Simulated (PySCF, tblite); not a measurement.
# CH3BeF3, a complex of two parts: NMR shifts, interaction energy, infrared bands, spin-spin couplings and core binding energies

Aim: the NMR shifts, interaction energy, infrared bands, spin-spin couplings and core binding energies of `[F][Be][F]` with `CF`.

Computed with tblite 0.8.0 and PySCF 2.14.0; each step states its level. No surroundings beyond the atoms listed, unless a continuum is named. Atoms count from 0, parts from 1.

## 1. The system as given

8 atoms, charge 0, multiplicity 1; geometry: rigid parts in contact. Parts: 1 = atoms 0–2, `[F][Be][F]`, charge 0; 2 = atoms 3–7, `CF`, charge 0.

## 2. Bringing the parts together with GFN2-xTB

The job: settings as JSON, then the geometry in Å.

```
{"job": {"kind": "dock", "xc": "GFN2-xTB", "basis": "xTB"}, "charge": 0, "multiplicity": 1, "parts": [{"atoms": "0-2", "charge": 0, "multiplicity": 1}, {"atoms": "3-7", "charge": 0, "multiplicity": 1}]}
F      0.913993    -0.951596    -0.367096
Be    -0.000232    -0.000239     0.000018
F     -0.913761     0.951835     0.367078
C      1.541615     2.127033     1.480493
F      1.639973     1.653918     0.204762
H      1.175352     1.318414     2.113933
H      2.533381     2.450032     1.798912
H      0.843123     2.964569     1.478029
```

Level: GFN2-xTB search for minima from random contacts, gas phase.

On the command line:

```console
$ OMP_NUM_THREADS=1 python cluster_run.py task.json out
```

This one command runs all jobs of the session in turn.

**Question.** The jobs that follow are: PBE0-D3(BJ)/def2-SVPD geometry optimisation, gas phase; GIAO PBE0/pcSseg-2 NMR shielding, non-relativistic, gas phase; wB97M-D3(BJ)/def2-TZVPD interaction energy, counterpoise and uncorrected, gas phase; PBE0-D3(BJ)/def2-TZVPD interaction energy, counterpoise and uncorrected, gas phase; PBE0-D3(BJ)/def2-SVPD harmonic vibrations by differences of gradients, gas phase; B3LYP/pcJ-1 indirect spin-spin coupling, non-relativistic, gas phase; delta-SCF UKS SCAN, pcX-2 on the ionised atom, pcseg-1 elsewhere, spin-free X2C. Predict: binding energy (GFN2-xTB); point group; rotational constants (main isotopes); shieldings of C, H, F, Be (PBE0/pcSseg-2); largest proton shift on binding; interaction energy, counterpoise (wB97M-D3(BJ)/def2-TZVPD); superposition error; binding energy (with deformation); strongest single infrared mode (PBE0-D3(BJ)/def2-SVPD); largest coupling of the table (B3LYP/pcJ-1); F1s binding energies, SCAN/pcX-2 (standing for 2 of 3 atoms); Be1s binding energies, SCAN/pcX-2.

**Answer**, as computed:

| quantity | value |
| --- | --- |
| binding energy (GFN2-xTB) | -8.11 kcal/mol |
| point group | C1 |
| rotational constants (main isotopes) | 7.30, 3.45, 2.38 GHz |
| shieldings of C, H, F, Be (PBE0/pcSseg-2) | C3 97.5, H7 25.4, H6 26.6, H5 26.6, F2 376.2, F0 376.9, F4 434.5, Be1 106.2 ppm |
| largest proton shift on binding | H7, +1.62 ppm |
| interaction energy, counterpoise (wB97M-D3(BJ)/def2-TZVPD) | -19.68 kcal/mol |
| superposition error | 1.07 kcal/mol |
| binding energy (with deformation) | -12.13 kcal/mol |
| strongest single infrared mode (PBE0-D3(BJ)/def2-SVPD) | 1395 cm⁻¹ |
| largest coupling of the table (B3LYP/pcJ-1) | 1J(C,F) C3–F4, -172.4 Hz |
| F1s binding energies, SCAN/pcX-2 (standing for 2 of 3 atoms) | F4 695.15, F0 691.25 eV |
| Be1s binding energies, SCAN/pcX-2 | Be1 121.97 eV |
| range of the interaction energy over the runs of this table | -20.06 to -19.68 kcal/mol |

What this shows: At its xTB geometry the search ends with the contact Be1···F4 (coordination, 1.76 Å); 6 starts can't prove it the lowest minimum. A later relaxation moves these distances. The start of the PBE0/def2-SVPD relaxation was shaken at random by about 0.01 Å, so part of the energy gained, and of the first lengths quoted, undoes that. The optimisation took 8 steps and gained 0.075 eV; among the close pairs (by a distance rule), Be1–F4 changed most, from 1.757 to 1.720 Å. Hydrogens of an XH3 group are listed apart at this fixed geometry; free rotation makes them one line at their mean. At PBE0/pcSseg-2: Shielding is most anisotropic at F0 (span 143 ppm, paramagnetic term -91 ppm). On binding (GIAO PBE0/pcSseg-2 NMR shielding, non-relativistic, gas phase), H7 moves most among the protons, 1.62 ppm downfield. No mode is imaginary at PBE0-D3(BJ)/def2-SVPD; the softest lies at 76 cm⁻¹. Density functionals describe couplings to fluorine poorly, F–F couplings above all, so those rows are rough. At SCAN/pcX-2: F4 binds its F1s electron 3.90 eV more tightly than F0 (fluorine bonded to Be). Only 2 of the 3 F atoms are covered by sound results. The interaction energy runs from -20.06 (PBE0-D3(BJ)/def2-TZVPD) to -19.68 kcal/mol (wB97M-D3(BJ)/def2-TZVPD).
